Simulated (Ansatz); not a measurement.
Born–Oppenheimer molecular dynamics of a periodic cell of 16 atoms, WC (start crystal WC, start structure P-6m2, volume 1.1 times the crystal's). It goes on from the last frame of an earlier run, with new velocities.

Computed with Ansatz, DFT LDA, scalar-relativistic, plane waves, PAW. Settings: accuracy low, PAW set soft_1, cutoff 420 eV, k mesh 2x2x2, fermi-dirac smearing 0.36 eV, no spin polarisation.

```yaml
ensemble: NPT, Langevin
time_step: 0.75 fs
steps_asked: 170
set_temperature: 2940 K
friction: 0.01 /fs
pressure: 1 GPa
seed: 42427
```

Frames 0.75 fs apart, positions in Å.

Velocities at 0 fs (Å/ps):

```
W -1.74 -1.07 4.02
C -22.51 -8.02 1.29
W -1.99 -2.26 -4.92
C 9.69 -8.25 6.90
W -1.20 6.54 0.51
C -18.23 -31.30 -3.03
W 7.63 4.49 1.39
C 0.77 18.47 22.72
W -0.83 -0.18 -6.48
C 6.04 17.36 -8.41
W -1.94 -1.64 0.69
C -2.32 3.68 22.50
W 0.51 -2.33 0.49
C 12.41 -12.44 -11.45
W 0.34 -1.33 4.11
C 2.29 -13.44 -27.72
```

```xyz
16
Lattice="-2.9873 -5.1741 0.0000 4.4809 -2.5870 0.0000 0.0000 0.0000 5.8425" Properties=species:S:1:pos:R:3 time_fs=0 energy_less_start_eV=0.000 T=2756
W -0.143 -4.609 -0.011
C 1.532 -4.055 1.151
W -0.127 -5.067 2.763
C 1.515 -4.337 3.825
W -1.935 -2.381 -0.469
C -0.363 -1.832 1.103
W -1.689 -2.611 2.613
C -0.392 -1.270 3.813
W 1.404 -2.199 -0.318
C 2.837 -2.218 1.136
W 1.489 -2.363 2.460
C 2.660 -1.181 4.401
W -0.319 0.091 -0.344
C -1.469 -4.469 1.221
W 0.012 0.245 2.482
C -1.555 -4.215 4.056
16
Lattice="-2.9871 -5.1738 0.0000 4.4810 -2.5871 0.0000 0.0000 0.0000 5.8427" Properties=species:S:1:pos:R:3 time_fs=0.75 energy_less_start_eV=0.113 T=2606
W -0.144 -4.610 -0.008
C 1.515 -4.061 1.153
W -0.128 -5.068 2.759
C 1.522 -4.341 3.829
W -1.936 -2.376 -0.468
C -0.376 -1.856 1.101
W -1.683 -2.608 2.614
C -0.391 -1.257 3.832
W 1.403 -2.199 -0.323
C 2.842 -2.205 1.129
W 1.488 -2.364 2.461
C 2.659 -1.180 4.417
W -0.319 0.090 -0.343
C -1.461 -4.477 1.215
W 0.011 0.244 2.485
C -1.552 -4.226 4.036
16
Lattice="-2.9868 -5.1733 0.0000 4.4810 -2.5871 0.0000 0.0000 0.0000 5.8428" Properties=species:S:1:pos:R:3 time_fs=1.5 energy_less_start_eV=0.217 T=2490
W -0.145 -4.610 -0.005
C 1.499 -4.069 1.157
W -0.129 -5.069 2.756
C 1.527 -4.341 3.833
W -1.937 -2.370 -0.467
C -0.387 -1.878 1.098
W -1.678 -2.604 2.615
C -0.388 -1.246 3.850
W 1.403 -2.200 -0.328
C 2.847 -2.191 1.122
W 1.486 -2.365 2.461
C 2.658 -1.179 4.432
W -0.318 0.089 -0.343
C -1.455 -4.484 1.211
W 0.011 0.243 2.488
C -1.548 -4.235 4.015
16
Lattice="-2.9865 -5.1727 0.0000 4.4810 -2.5871 0.0000 0.0000 0.0000 5.8428" Properties=species:S:1:pos:R:3 time_fs=2.25 energy_less_start_eV=0.325 T=2407
W -0.145 -4.610 -0.003
C 1.484 -4.077 1.162
W -0.129 -5.070 2.752
C 1.531 -4.339 3.837
W -1.938 -2.365 -0.466
C -0.398 -1.900 1.096
W -1.673 -2.600 2.616
C -0.384 -1.236 3.868
W 1.402 -2.200 -0.334
C 2.853 -2.178 1.115
W 1.485 -2.366 2.461
C 2.656 -1.179 4.445
W -0.318 0.088 -0.341
C -1.450 -4.490 1.207
W 0.010 0.242 2.492
C -1.544 -4.244 3.995
16
Lattice="-2.9858 -5.1716 0.0000 4.4809 -2.5870 0.0000 0.0000 0.0000 5.8431" Properties=species:S:1:pos:R:3 time_fs=3 energy_less_start_eV=0.430 T=2433
W -0.146 -4.611 -0.001
C 1.467 -4.085 1.167
W -0.129 -5.070 2.749
C 1.534 -4.335 3.841
W -1.938 -2.360 -0.466
C -0.408 -1.921 1.092
W -1.667 -2.595 2.617
C -0.380 -1.227 3.888
W 1.402 -2.200 -0.339
C 2.860 -2.165 1.109
W 1.484 -2.367 2.462
C 2.655 -1.180 4.456
W -0.318 0.087 -0.340
C -1.446 -4.497 1.203
W 0.009 0.240 2.495
C -1.540 -4.253 3.976
16
Lattice="-2.9850 -5.1702 0.0000 4.4805 -2.5868 0.0000 0.0000 0.0000 5.8432" Properties=species:S:1:pos:R:3 time_fs=3.75 energy_less_start_eV=0.533 T=2419
W -0.147 -4.610 0.002
C 1.450 -4.090 1.172
W -0.128 -5.069 2.746
C 1.534 -4.328 3.845
W -1.938 -2.354 -0.466
C -0.417 -1.941 1.087
W -1.661 -2.590 2.617
C -0.376 -1.219 3.909
W 1.401 -2.200 -0.344
C 2.865 -2.151 1.105
W 1.482 -2.367 2.464
C 2.654 -1.182 4.467
W -0.318 0.086 -0.339
C -1.442 -4.505 1.200
W 0.008 0.239 2.498
C -1.536 -4.263 3.959
16
Lattice="-2.9843 -5.1689 0.0000 4.4799 -2.5864 0.0000 0.0000 0.0000 5.8431" Properties=species:S:1:pos:R:3 time_fs=4.5 energy_less_start_eV=0.611 T=2322
W -0.148 -4.610 0.005
C 1.433 -4.096 1.177
W -0.128 -5.069 2.743
C 1.532 -4.321 3.851
W -1.938 -2.349 -0.467
C -0.425 -1.961 1.081
W -1.655 -2.585 2.617
C -0.374 -1.212 3.931
W 1.400 -2.200 -0.349
C 2.870 -2.136 1.104
W 1.481 -2.368 2.465
C 2.652 -1.186 4.478
W -0.318 0.085 -0.337
C -1.441 -4.514 1.198
W 0.007 0.237 2.501
C -1.533 -4.273 3.944
16
Lattice="-2.9834 -5.1674 0.0000 4.4793 -2.5861 0.0000 0.0000 0.0000 5.8425" Properties=species:S:1:pos:R:3 time_fs=5.25 energy_less_start_eV=0.656 T=2330
W -0.149 -4.609 0.007
C 1.416 -4.101 1.184
W -0.127 -5.069 2.739
C 1.527 -4.312 3.858
W -1.937 -2.344 -0.467
C -0.430 -1.979 1.074
W -1.649 -2.579 2.616
C -0.372 -1.208 3.952
W 1.399 -2.200 -0.354
C 2.875 -2.120 1.104
W 1.480 -2.370 2.466
C 2.650 -1.192 4.487
W -0.319 0.083 -0.336
C -1.442 -4.523 1.199
W 0.006 0.235 2.504
C -1.531 -4.282 3.929
16
Lattice="-2.9824 -5.1656 0.0000 4.4786 -2.5857 0.0000 0.0000 0.0000 5.8419" Properties=species:S:1:pos:R:3 time_fs=6 energy_less_start_eV=0.665 T=2233
W -0.151 -4.608 0.009
C 1.399 -4.106 1.190
W -0.126 -5.069 2.736
C 1.522 -4.302 3.864
W -1.937 -2.338 -0.467
C -0.435 -1.994 1.067
W -1.643 -2.573 2.615
C -0.371 -1.205 3.971
W 1.399 -2.200 -0.358
C 2.879 -2.104 1.105
W 1.478 -2.371 2.467
C 2.649 -1.198 4.493
W -0.319 0.082 -0.335
C -1.445 -4.533 1.202
W 0.005 0.234 2.507
C -1.530 -4.290 3.914
16
Lattice="-2.9811 -5.1635 0.0000 4.4777 -2.5852 0.0000 0.0000 0.0000 5.8413" Properties=species:S:1:pos:R:3 time_fs=6.75 energy_less_start_eV=0.628 T=2271
W -0.152 -4.607 0.009
C 1.382 -4.112 1.195
W -0.125 -5.068 2.732
C 1.516 -4.289 3.870
W -1.937 -2.333 -0.467
C -0.439 -2.006 1.059
W -1.637 -2.567 2.614
C -0.372 -1.202 3.990
W 1.398 -2.199 -0.363
C 2.883 -2.086 1.109
W 1.476 -2.372 2.468
C 2.648 -1.203 4.499
W -0.319 0.081 -0.333
C -1.449 -4.543 1.207
W 0.004 0.232 2.510
C -1.530 -4.296 3.901
16
Lattice="-2.9799 -5.1614 0.0000 4.4766 -2.5846 0.0000 0.0000 0.0000 5.8399" Properties=species:S:1:pos:R:3 time_fs=7.5 energy_less_start_eV=0.558 T=2255
W -0.153 -4.605 0.011
C 1.364 -4.119 1.200
W -0.123 -5.067 2.728
C 1.509 -4.274 3.875
W -1.936 -2.327 -0.467
C -0.439 -2.015 1.051
W -1.632 -2.561 2.613
C -0.373 -1.202 4.008
W 1.398 -2.198 -0.367
C 2.885 -2.066 1.114
W 1.474 -2.373 2.469
C 2.649 -1.207 4.503
W -0.319 0.079 -0.332
C -1.455 -4.554 1.213
W 0.003 0.230 2.513
C -1.530 -4.301 3.889
16
Lattice="-2.9789 -5.1596 0.0000 4.4760 -2.5842 0.0000 0.0000 0.0000 5.8382" Properties=species:S:1:pos:R:3 time_fs=8.25 energy_less_start_eV=0.438 T=2519
W -0.154 -4.604 0.012
C 1.345 -4.126 1.204
W -0.121 -5.067 2.723
C 1.502 -4.258 3.878
W -1.936 -2.321 -0.468
C -0.436 -2.024 1.043
W -1.626 -2.556 2.612
C -0.375 -1.205 4.027
W 1.398 -2.197 -0.371
C 2.888 -2.045 1.119
W 1.472 -2.374 2.470
C 2.652 -1.211 4.505
W -0.319 0.078 -0.330
C -1.465 -4.567 1.218
W 0.002 0.228 2.515
C -1.531 -4.304 3.878
```

Of the whole run (128 fs, mean temperature of the second half 3789 K): The conserved energy stayed within 0.3 meV per atom of its start (net change 0.18 meV per atom), so the integration is sound. The mean temperature of the second half is 29 % above the set value. A run of 0.13 ps of so small a system gives no equilibrium averages. Limits of this set-up: coarse k mesh, PAW files made for another functional, low accuracy level. The cell's volume went from 181 to 173 Å³.

The run took 15 min on 1 thread of Intel(R) Xeon(R) Platinum 8175M CPU @ 2.50GHz (Skylake/Cascade Lake) (shared host), peak memory 0.62 GiB.
